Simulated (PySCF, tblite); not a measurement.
# C8H12F2O: geometry, infrared bands and NMR shifts

What infrared bands and NMR shifts should C8H12F2O (`C/C(C(=O)F)=C(/F)C(C)(C)C`) show?

The runs use tblite 0.8.0 and PySCF 2.14.0, with density-fitted response routines of our own; the level of theory stands in each step. All values are computed, except where a source is named. Atoms count from 0, in the outputs and in this text.

### Step 1. The starting structure

23 atoms, charge 0, multiplicity 1; geometry from: force field or distance geometry start.

Bonds of the start (Å): C0–C1 1.47, C1–C2 1.50, C2–O3 1.25, C2–F4 1.34, C1–C5 1.32, C5–F6 1.38, C5–C7 1.44, C7–C8 1.54, C7–C9 1.57, C7–C10 1.47, C0–H11 1.12, C0–H12 1.12, C0–H13 1.09, C8–H14 1.09, C8–H15 1.12, C8–H16 1.11, C9–H17 1.10, C9–H18 1.10, C9–H19 1.10, C10–H20 1.15, C10–H21 1.11, C10–H22 1.13.

### Step 2. Optimising the geometry with GFN2-xTB

What the job is given:

```
{"job": {"kind": "relax", "xc": "GFN2-xTB", "basis": "xTB"}, "charge": 0, "multiplicity": 1}
C      1.816300     1.261800     0.162500
C      1.612400    -0.189600     0.182500
C      2.795100    -1.084800     0.391500
O      3.926900    -0.564100     0.518800
F      2.690300    -2.417800     0.433000
C      0.425100    -0.740800     0.045400
F      0.409800    -2.119100     0.092100
C     -0.832000    -0.066300    -0.156300
C     -1.409800    -0.291000    -1.560600
C     -1.840600    -0.898900     0.711100
C     -1.041700     1.313900     0.310500
H      2.925000     1.383300     0.305200
H      1.641100     1.698300    -0.848600
H      1.388000     1.832700     0.980100
H     -1.378400    -1.366200    -1.733300
H     -2.489900    -0.007600    -1.494800
H     -0.853300     0.308400    -2.304700
H     -1.532300    -0.741900     1.751800
H     -2.818200    -0.437900     0.518400
H     -1.777400    -1.952700     0.391400
H     -2.161700     1.522800     0.195100
H     -0.604500     2.126900    -0.302800
H     -0.895100     1.457600     1.421900
```

On the command line:

```sh
$ OMP_NUM_THREADS=1 python probes_run.py task.json out
```

This one command runs all jobs of the session in turn.

**Question.** This job is followed by: GFN2-xTB harmonic vibrations, gas phase; GIAO PBE0/pcSseg-1 NMR shielding, non-relativistic, gas phase. Predict these results of the whole session: strongest single infrared mode (GFN2-xTB); zero-point energy (GFN2-xTB); ¹³C shifts against TMS (PBE0/pcSseg-1, means over atoms taken as alike); ¹H shifts against TMS (PBE0/pcSseg-1, means over atoms taken as alike); ¹⁷O shifts against H2O (PBE0/pcSseg-1); ¹⁹F shifts against CFCl3 (PBE0/pcSseg-1); surface potential, 1st and 99th percentile.

As calculated:

```
                                                               quantity                                      value
                              strongest single infrared mode (GFN2-xTB)                      1801 cm⁻¹, 521 km/mol
                                           zero-point energy (GFN2-xTB)                             115.6 kcal/mol
¹³C shifts against TMS (PBE0/pcSseg-1, means over atoms taken as alike)  191.9, 167.6, 108.1, 39.8, 28.8, 15.0 ppm
 ¹H shifts against TMS (PBE0/pcSseg-1, means over atoms taken as alike)                             2.15, 1.35 ppm
                                 ¹⁷O shifts against H2O (PBE0/pcSseg-1)                                  446.8 ppm
                               ¹⁹F shifts against CFCl3 (PBE0/pcSseg-1)                            34.4, -60.9 ppm
                                  surface potential, 1st and 99th percentile                         -1.57 V and 1.07 V
```

In words: The optimisation took 175 steps and gained 1.175 eV; among the close pairs (by a distance rule), C5–C7 changed most, from 1.441 to 1.515 Å. No mode is imaginary among the 63: a minimum at this level. The strongest single mode, at 1801 cm⁻¹, moves mainly C2 and O3. Unscaled tight-binding wavenumbers are off by several per cent, some by more. Its intensities can rank the bands wrongly. H11, H12, H13 (mean) (hydrogen on an allylic methyl carbon) lies farthest downfield among hydrogen, at 2.15 ppm; allylic position. At PBE0/pcSseg-1: The largest span, 626 ppm, is at O3, where the paramagnetic term is -510 ppm. At PBE0/pcSseg-1, counted by nearest atom on the grid, the HOMO lies on C1 36 %; C5 24 %, the LUMO on C5 31 %; C2 21 %.
